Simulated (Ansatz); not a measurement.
# CH5BGeO: the cost of one run

Program: the Python package of Ansatz 0.2.0. The levels of theory stand in the script. These are calculated values, not measurements.

### 1 Starting point

Bond lengths: C1–B2 1.528 Å, B2–O3 1.427 Å, B2–Ge4 2.062 Å, O3–Ge4 1.661 Å, C1–H5 1.117 Å, C1–H6 1.105 Å, C1–H7 1.129 Å, Ge4–H8 1.551 Å, Ge4–H9 1.597 Å. Angles (14 of 16 angles, heavy atoms first): C1–B2–O3 147.6°, C1–B2–Ge4 144.1°, O3–B2–Ge4 53.2°, B2–O3–Ge4 83.4°, B2–Ge4–O3 43.4°, B2–C1–H5 112.3°, B2–C1–H6 114.8°, B2–C1–H7 110.6°, B2–Ge4–H8 116.9°, B2–Ge4–H9 120.2°, O3–Ge4–H8 110.7°, O3–Ge4–H9 112.5°, H5–C1–H6 107.3°, H5–C1–H7 104.7°.

No structure file is read: the coordinates are typed or built in the script.

### 2 The code

Input file run_methods.py:

```python
"""One geometry of CH5BGeO, method by method."""

from pathlib import Path

import ansatz as az
import numpy as np


def main() -> None:
    molecule = (
        az.Crystal.molecule()
        .atom("C", (-0.0871, 1.2265, -1.03))
        .atom("B", (0.2956, -0.1109, -0.3969))
        .atom("O", (1.248, -0.8569, 0.3598))
        .atom("Ge", (-0.1004, -1.3919, 1.1696))
        .atom("H", (-0.1242, 2.0549, -0.2814))
        .atom("H", (0.5731, 1.5559, -1.853))
        .atom("H", (-1.1315, 1.1787, -1.4568))
        .atom("H", (-0.4079, -2.8688, 0.8079))
        .atom("H", (-0.177, -0.8336, 2.6637))
    )

    calculation = molecule.calculation().basis(gaussian="def2-SVP")

    print("functional    E (Ha)        dipole (D)   HOMO (eV)  LUMO (eV)")
    for name in ["blyp", "pbe", "r2scan", "revpbe", "hse06", "hf"]:
        rep = calculation.functional(name).forces().orbitals().run(threads=1, runs_dir="runs").report
        lines = Path(rep["orbitals_path"]).read_text().splitlines()
        field_of = lambda key: [line.split("=")[1].strip() for line in lines if line.startswith(key)]
        orbitals = [(27.211386 * float(e), s, float(n)) for e, s, n in zip(field_of("Ene="), field_of("Spin="), field_of("Occup="))]
        homo = max(e for e, _, n in orbitals if n > 0.5)
        lumo = min(e for e, _, n in orbitals if n < 0.5)
        dipole = 4.803205 * np.linalg.norm(rep["charge_distribution"]["dipole_moment_e_ang"])
        print(f"{name:10s} {rep['free_energy_ev'] / 27.211386246:14.6f} {dipole:9.3f} {homo:11.3f} {lumo:10.3f}")


if __name__ == "__main__":
    main()
```

### 3 The input behind the calls

The engine receives this input (first run):

```yaml
crystal:
  periodic: [false, false, false]
  atoms:
    - { symbol: C, position_ang: [-0.0871, 1.2265, -1.03] }
    - { symbol: B, position_ang: [0.2956, -0.1109, -0.3969] }
    - { symbol: O, position_ang: [1.248, -0.8569, 0.3598] }
    - { symbol: Ge, position_ang: [-0.1004, -1.3919, 1.1696] }
    - { symbol: H, position_ang: [-0.1242, 2.0549, -0.2814] }
    - { symbol: H, position_ang: [0.5731, 1.5559, -1.853] }
    - { symbol: H, position_ang: [-1.1315, 1.1787, -1.4568] }
    - { symbol: H, position_ang: [-0.4079, -2.8688, 0.8079] }
    - { symbol: H, position_ang: [-0.177, -0.8336, 2.6637] }
basis:
  gaussian:
    orbitals: def2-SVP
hamiltonian:
  xc: blyp
output:
  orbitals: {}
  forces: true
```

### 4 Running it

The run is started by

```sh
> python run_methods.py
```

Q: Estimate wall time and peak memory on 1 thread of Intel Xeon Gold 6455B (Sapphire Rapids), shared host.

About 12 s, with a peak of 0.29 GiB.
